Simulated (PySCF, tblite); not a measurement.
**C7H6BO+: geometry, infrared bands and NMR shifts**

What infrared bands and NMR shifts should C7H6BO+ (`Bc1cccc(C#[O+])c1`) show?

Computed with tblite 0.8.0 and PySCF 2.14.0, with density-fitted response routines of our own, on a single molecule in the gas phase. Atoms count from 0, in the outputs and in this text.

**1. The molecule as given**

15 atoms, charge 1, multiplicity 1; geometry from: force field or distance geometry start.

Bonds of the start (Å): B0–C1 1.56, C1–C2 1.40, C2–C3 1.40, C3–C4 1.40, C4–C5 1.40, C5–C6 1.44, C6–O7 1.13, C5–C8 1.39, C8–C1 1.41, B0–H9 1.19, B0–H10 1.18, C2–H11 1.10, C3–H12 1.08, C4–H13 1.09, C8–H14 1.07.

**2. Optimising the geometry with GFN2-xTB**

The job: settings as JSON, then the geometry in Å.

```
{"job": {"kind": "relax", "xc": "GFN2-xTB", "basis": "xTB"}, "charge": 1, "multiplicity": 1}
B     -2.286200    -1.264800    -0.136000
C     -1.005000    -0.378200    -0.044100
C     -1.093300     0.996500     0.182400
C      0.051400     1.790900     0.260200
C      1.311800     1.190700     0.153700
C      1.417600    -0.188200    -0.069500
C      2.721800    -0.792700    -0.196700
O      3.745000    -1.267900    -0.287500
C      0.271500    -0.978200    -0.156100
H     -3.367500    -0.768600    -0.027900
H     -2.217300    -2.429000    -0.316500
H     -2.075500     1.471600     0.278000
H     -0.035400     2.851400     0.443500
H      2.204500     1.809200     0.215000
H      0.352300    -2.034800    -0.320400
```

Command:

```bash
$ OMP_NUM_THREADS=1 python probes_run.py task.json out
```

This one command runs all jobs of the session in turn.

The log of the run:

```text
step      E/eV     max force
  0    -621.20546    3.168
  1    -621.36984    1.485
  2    -621.38596    2.135
  3    -621.40602    0.776
  4    -621.42117    0.502
  5    -621.43313    0.221
  6    -621.43864    0.176
  7    -621.43995    0.087
  8    -621.44084    0.091
  9    -621.44131    0.064
 10    -621.44153    0.034
 11    -621.44164    0.027
 12    -621.44172    0.027
 13    -621.44179    0.026
 14    -621.44186    0.026
 15    -621.44193    0.022
 16    -621.44199    0.022
 17    -621.44206    0.027
 18    -621.44213    0.030
 19    -621.44221    0.031
 20    -621.44233    0.031
 21    -621.44248    0.039
 22    -621.44263    0.038
 23    -621.44272    0.022
 24    -621.44277    0.016
 25    -621.44280    0.016
 26    -621.44283    0.015
 27    -621.44285    0.013
 28    -621.44286    0.009
```

It took 0.41 s on 1 thread of Intel Xeon at 2.70GHz, shared host; peak memory 0.18 GiB.

Along the way:

| step | energy from step 0 (eV) | largest force (eV/Å) |
| --- | --- | --- |
| 0 | 0.0000 | 3.1675 |
| 1 | -0.1644 | 1.4852 |
| 2 | -0.1805 | 2.1345 |
| 3 | -0.2006 | 0.7757 |
| 4 | -0.2157 | 0.5021 |
| 5 | -0.2277 | 0.2214 |
| 6 | -0.2332 | 0.1763 |
| 7 | -0.2345 | 0.0867 |
| 8 | -0.2354 | 0.0912 |
| 9 | -0.2359 | 0.0635 |
| 10 | -0.2361 | 0.0336 |
| 11 | -0.2362 | 0.0272 |
| 12 | -0.2363 | 0.0272 |
| 13 | -0.2363 | 0.0260 |
| 14 | -0.2364 | 0.0257 |
| 15 | -0.2365 | 0.0220 |
| 16 | -0.2365 | 0.0223 |
| 17 | -0.2366 | 0.0267 |
| 18 | -0.2367 | 0.0304 |
| 19 | -0.2368 | 0.0306 |
| 20 | -0.2369 | 0.0307 |
| 21 | -0.2370 | 0.0387 |
| 22 | -0.2372 | 0.0378 |
| 23 | -0.2373 | 0.0219 |
| 24 | -0.2373 | 0.0161 |
| 25 | -0.2373 | 0.0161 |
| 26 | -0.2374 | 0.0153 |
| 27 | -0.2374 | 0.0126 |
| 28 | -0.2374 | 0.0086 |

Distances of close pairs at the start and the end, largest changes first:

| bond | before (Å) | after (Å) | change (Å) |
| --- | --- | --- | --- |
| C5–C6 | 1.443 | 1.356 | -0.088 |
| B0–H9 | 1.195 | 1.163 | -0.032 |
| C5–C8 | 1.395 | 1.424 | +0.030 |
| C1–C8 | 1.415 | 1.386 | -0.029 |
| C3–C4 | 1.400 | 1.374 | -0.026 |
| C4–C5 | 1.401 | 1.422 | +0.021 |
| B0–H10 | 1.180 | 1.163 | -0.017 |
| C2–H11 | 1.095 | 1.080 | -0.015 |

The final coordinates are the input of the step that follows.

**3. Harmonic vibrations with GFN2-xTB**

The job: settings as JSON, then the geometry in Å.

```
{"job": {"kind": "ir", "xc": "GFN2-xTB", "basis": "xTB"}, "charge": 1, "multiplicity": 1}
B     -2.295173    -1.284929    -0.138319
C     -0.995857    -0.403484    -0.036421
C     -1.066050     0.985289     0.177786
C      0.071516     1.785136     0.269025
C      1.323950     1.232468     0.153780
C      1.433732    -0.168514    -0.063539
C      2.643885    -0.766851    -0.186675
O      3.633920    -1.293125    -0.293667
C      0.262236    -0.973098    -0.156856
H     -3.332751    -0.771472    -0.031656
H     -2.195261    -2.429202    -0.319174
H     -2.038791     1.445008     0.273292
H     -0.029043     2.847858     0.431635
H      2.214514     1.837057     0.223656
H      0.364757    -2.034151    -0.324777
```

The log of the run:

```text
mode    cm-1     km/mol
  1     -38.3      0.02
  2      97.1      1.05
  3     112.7      0.14
  4     156.5      0.02
  5     294.9      0.11
  6     321.3      0.96
  7     392.0      2.53
  8     427.4      0.93
  9     500.6      2.77
 10     574.8     23.98
 11     587.7      2.57
 12     625.2     14.15
 13     695.2      7.26
 14     764.7    109.79
 15     806.5     62.32
 16     812.3      6.55
 17     853.4      5.29
 18     914.1      9.19
 19     915.1      0.55
 20     937.7      1.48
 21     967.1     12.00
 22    1114.2      4.43
 23    1128.8      6.71
 24    1175.6      3.84
 25    1189.9     95.30
 26    1236.7      1.90
 27    1274.6     44.82
 28    1294.4     11.44
 29    1374.2     21.21
 30    1415.0     45.41
 31    1506.9     22.31
 32    1534.3    238.22
 33    2285.4   1898.31
 34    2698.4     42.98
 35    2756.6     39.54
 36    3092.5      0.90
 37    3098.7      1.69
 38    3100.0      5.98
 39    3108.4      4.40
```

Wall time 0.69 s (1 thread of Intel Xeon at 2.70GHz, shared host); peak memory 0.18 GiB.

The strongest bands and the atoms that carry them (share of the mass-weighted mode):

| cm⁻¹ | km/mol | atoms |
| --- | --- | --- |
| 765 | 109.8 | H12 15 %, H11 14 %, H13 12 %, H9 12 % |
| 806 | 62.3 | H10 21 %, H9 20 %, B0 18 %, H13 14 % |
| 1190 | 95.3 | H10 25 %, H9 24 %, B0 17 %, H14 17 % |
| 1275 | 44.8 | C5 36 %, H13 13 %, C3 11 %, C1 10 % |
| 1415 | 45.4 | C3 23 %, C5 22 %, C8 12 % |
| 1534 | 238.2 | C3 33 %, C4 24 %, C8 16 %, C1 15 % |
| 2285 | 1898.3 | C6 66 %, O7 32 % |
| 2698 | 43.0 | H10 49 %, H9 47 % |

**4. Nuclear shieldings: PBE0/pcSseg-1**

The job, as its differences from that of step 3:

```diff
@@ -1,2 +1,2 @@
-{"job": {"kind": "ir", "xc": "GFN2-xTB", "basis": "xTB"}, "charge": 1, "multiplicity": 1}
+{"job": {"kind": "nmr", "xc": "PBE0", "basis": "pcSseg-1"}, "charge": 1, "multiplicity": 1}
 B     -2.295173    -1.284929    -0.138319
```

Method: GIAO PBE0/pcSseg-1 NMR shielding, non-relativistic, gas phase.

The log of the run:

```text
coarse grid: 13496 points
cycle   1  E = -369.4373020406  dE =  1.967e+00  |g| = 7.170e-01  |ddm| = 3.944e+00
cycle   2  E = -368.9630213139  dE =  4.743e-01  |g| = 1.740e+00  |ddm| = 1.974e+00
cycle   3  E = -369.5562971081  dE = -5.933e-01  |g| = 1.588e-01  |ddm| = 1.253e+00
cycle   4  E = -369.5614667826  dE = -5.170e-03  |g| = 9.093e-02  |ddm| = 2.618e-01
cycle   5  E = -369.5633230368  dE = -1.856e-03  |g| = 2.346e-02  |ddm| = 1.011e-01
cycle   6  E = -369.5634570101  dE = -1.340e-04  |g| = 7.319e-03  |ddm| = 2.653e-02
cycle   7  E = -369.5634708219  dE = -1.381e-05  |g| = 2.597e-03  |ddm| = 9.117e-03
cycle   8  E = -369.5634726640  dE = -1.842e-06  |g| = 4.600e-04  |ddm| = 3.099e-03
final grid: 133104 points
cycle   9  E = -369.6270138603  dE = -1.841e-05  |g| = 1.293e-02  |ddm| = 4.595e-02
cycle  10  E = -369.6268927427  dE =  1.211e-04  |g| = 2.833e-02  |ddm| = 2.718e-02
cycle  11  E = -369.6270476132  dE = -1.549e-04  |g| = 2.269e-03  |ddm| = 1.774e-02
cycle  12  E = -369.6270487158  dE = -1.103e-06  |g| = 6.301e-04  |ddm| = 2.704e-03
cycle  13  E = -369.6270488292  dE = -1.133e-07  |g| = 1.745e-04  |ddm| = 8.753e-04
cycle  14  E = -369.6270488364  dE = -7.253e-09  |g| = 7.360e-05  |ddm| = 2.332e-04
cycle  15  E = -369.6270488378  dE = -1.391e-09  |g| = 1.316e-05  |ddm| = 7.164e-05
cycle  16  E = -369.6270488379  dE = -3.365e-11  |g| = 5.572e-06  |ddm| = 1.308e-05
converged SCF energy = -369.6270488379

GIAO shielding tensors (ppm)
atom      isotropic    diamagn.    paramagn.     s11        s22        s33       span
  0 B       20.047     191.397    -171.350    -51.171     -5.718    117.029    168.200
  1 C       36.148     253.555    -217.407    -53.226    -43.122    204.792    258.018
  2 C       12.707     253.189    -240.481    -93.405    -37.377    168.903    262.307
  3 C       47.184     253.195    -206.012    -59.627     14.468    186.709    246.336
  4 C       33.198     247.523    -214.325    -79.002     -5.499    184.097    263.099
  5 C      103.987     262.985    -158.997     37.773    103.499    170.689    132.916
  6 C       16.651     263.093    -246.442    -98.143    -61.039    209.135    307.278
  7 O      -53.285     397.481    -450.765   -232.693    -64.962    137.800    370.494
  8 C       18.877     250.693    -231.816    -92.962    -20.219    169.810    262.772
  9 H       23.768      28.202      -4.434     18.831     25.525     26.947      8.117
 10 H       23.825      28.332      -4.507     18.304     25.580     27.592      9.288
 11 H       21.821      30.543      -8.723     19.048     20.650     25.765      6.717
 12 H       22.831      28.155      -5.324     19.439     22.842     26.211      6.772
 13 H       22.597      28.437      -5.839     19.375     21.535     26.882      7.506
 14 H       22.024      31.813      -9.789     18.850     20.138     27.084      8.235
```

Wall time 73 s (1 thread of Intel Xeon at 2.70GHz, shared host); peak memory 0.82 GiB.

Shifts follow as δ = σ(reference) − σ, with reference shieldings (ppm) from runs at the same level and on the same kind of geometry: 1H TMS 31.72, 13C TMS 186.9, 17O H2O 336.1, 11B BF3·OEt2 100.1. The references are single molecules in the gas phase, so shifts against H2O, NH3, PH3, H3PO4 or CFCl3 are not on the usual liquid scales and can be off by tens of ppm. Atoms listed in one row are averaged.

| atoms | environment | σ (ppm) | δ (ppm) |
| --- | --- | --- | --- |
| C2 | aromatic CH | 12.7 | 174.2 |
| C6 | acylium carbon | 16.7 | 170.3 |
| C8 | aromatic CH | 18.9 | 168.0 |
| C4 | aromatic CH | 33.2 | 153.7 |
| C1 | substituted aromatic carbon | 36.1 | 150.8 |
| C3 | aromatic CH | 47.2 | 139.7 |
| C5 | substituted aromatic carbon | 104.0 | 82.9 |
| H11 | hydrogen on an aromatic CH | 21.82 | 9.90 |
| H14 | hydrogen on an aromatic CH | 22.02 | 9.69 |
| H13 | hydrogen on an aromatic CH | 22.60 | 9.12 |
| H12 | hydrogen on an aromatic CH | 22.83 | 8.89 |
| H9, H10 | hydrogen on a boron bonded to C | 23.80 | 7.92 |
| B0 | boron bonded to C, 2 H | 20.0 | 80.0 |
| O7 | oxygen bonded to C | -53.3 | 389.4 |

Charges from the same density, by scheme (e):

| atoms | Mulliken | IAO | Hirshfeld | ESP fit |
| --- | --- | --- | --- | --- |
| B0 | 0.30 | 0.07 | 0.19 | 0.28 |
| C1 | -0.30 | -0.11 | -0.04 | 0.10 |
| C2 | 0.02 | -0.02 | 0.06 | -0.05 |
| C3 | -0.03 | -0.12 | 0.00 | -0.06 |
| C4 | 0.11 | -0.06 | 0.03 | -0.16 |
| C5 | -0.38 | -0.12 | 0.01 | -0.03 |
| C6 | 0.62 | 0.60 | 0.37 | 0.59 |
| O7 | -0.08 | -0.07 | 0.03 | -0.09 |
| C8 | 0.11 | -0.04 | 0.04 | -0.21 |

Mayer bond orders: B0–C1 0.92, C1–C2 1.35, C2–C3 1.39, C3–C4 1.50, C4–C5 1.20, C5–C6 1.30, C6–O7 2.38, C5–C8 1.21, C8–C1 1.47.

Ring of atoms C1, C2, C3, C4, C5, C8: NICS(0) -6.5, NICS(1) -9.9, NICS(1)zz -23.4 ppm (means of both faces).

The fields below are evaluated on a grid from the run's orbitals.

Frontier orbitals at PBE0/pcSseg-1, with the share of their density that lies nearest to each atom:

| orbital | energy (eV) | lies on |
| --- | --- | --- |
| HOMO | -13.16 | C3, C4, C8 about 22 % each; C1 18 % |
| LUMO | -8.04 | C6 24 %; C2 18 %; C4, C8 about 13 % each |

ELF in a plane through or near 15 of the atoms.

Ten even steps from '0' (0.00) to '9' (1.00):
```
0000000000000000000000000000
0000000000000000000000000000
0000000000001000000000000000
0000000000499940000000000000
0000000000699970024100000000
0000000000399950399900000000
0000008982253364899930000000
0000039998582392399500000000
0000018993955353451029981000
0000000127872037564499996000
0000000145327475568279997000
0000125549358338585827751000
0001467664525675027997200000
0002785775107999119999600000
0001589752007999009999500000
0000257530003894004896000000
0000001100000000000000000000
0000000000000000000000000000
0000000000000000000000000000
0000000000000000000000000000
```
The map spans 12.0 Å across and 10.8 Å up, centred on the molecule. Atoms in the plane (x, y in Å): B0 (2.5, -0.8), C1 (1.1, -0.2), C2 (0.8, 1.2), C3 (-0.5, 1.7), C4 (-1.6, 0.9), C5 (-1.4, -0.5), C6 (-2.4, -1.3), O7 (-3.3, -2.1), C8 (0.0, -1.0), H9 (3.4, 0.0), H10 (2.7, -1.9), H11 (1.7, 1.9), H12 (-0.6, 2.8), H13 (-2.6, 1.3), H14 (0.1, -2.1).

On the surface of density 0.002 e/bohr³ the electrostatic potential runs, from the 1st to the 99th percentile, from 2.87 to 6.76 V.

**5. Results**

```
                                                              quantity                                               value
                             strongest single infrared mode (GFN2-xTB)                              2285 cm⁻¹, 1898 km/mol
                                          zero-point energy (GFN2-xTB)                                       66.0 kcal/mol
                                13C shifts against TMS (PBE0/pcSseg-1)  174.2, 170.3, 168.0, 153.7, 150.8, 139.7, 82.9 ppm
1H shifts against TMS (PBE0/pcSseg-1, means over atoms taken as alike)                    9.90, 9.69, 9.12, 8.89, 7.92 ppm
                           11B shifts against BF3·OEt2 (PBE0/pcSseg-1)                                            80.0 ppm
                                17O shifts against H2O (PBE0/pcSseg-1)                                           389.4 ppm
```

In words: Over 28 steps the energy fell by 0.237 eV; of the close pairs, C5–C6 changed most, 1.443 to 1.356 Å. The lowest mode is imaginary (38i cm⁻¹), so the xTB geometry is not a minimum. The strongest single mode, at 2285 cm⁻¹, moves mainly C6. GFN2-xTB is a fitted tight-binding method: band positions and strengths are rough. Its intensities can rank the bands wrongly. At PBE0/pcSseg-1: The widest tensor belongs to O7: span 370 ppm, with a paramagnetic part of -451 ppm. NICS(1)zz of -23 ppm above the planar ring from C1 marks a diatropic (aromatic) ring current. At PBE0/pcSseg-1, counted by nearest atom on the grid, the HOMO lies on C3, C4, C8 about 22 % each; C1 18 %, the LUMO on C6 24 %; C2 18 %.
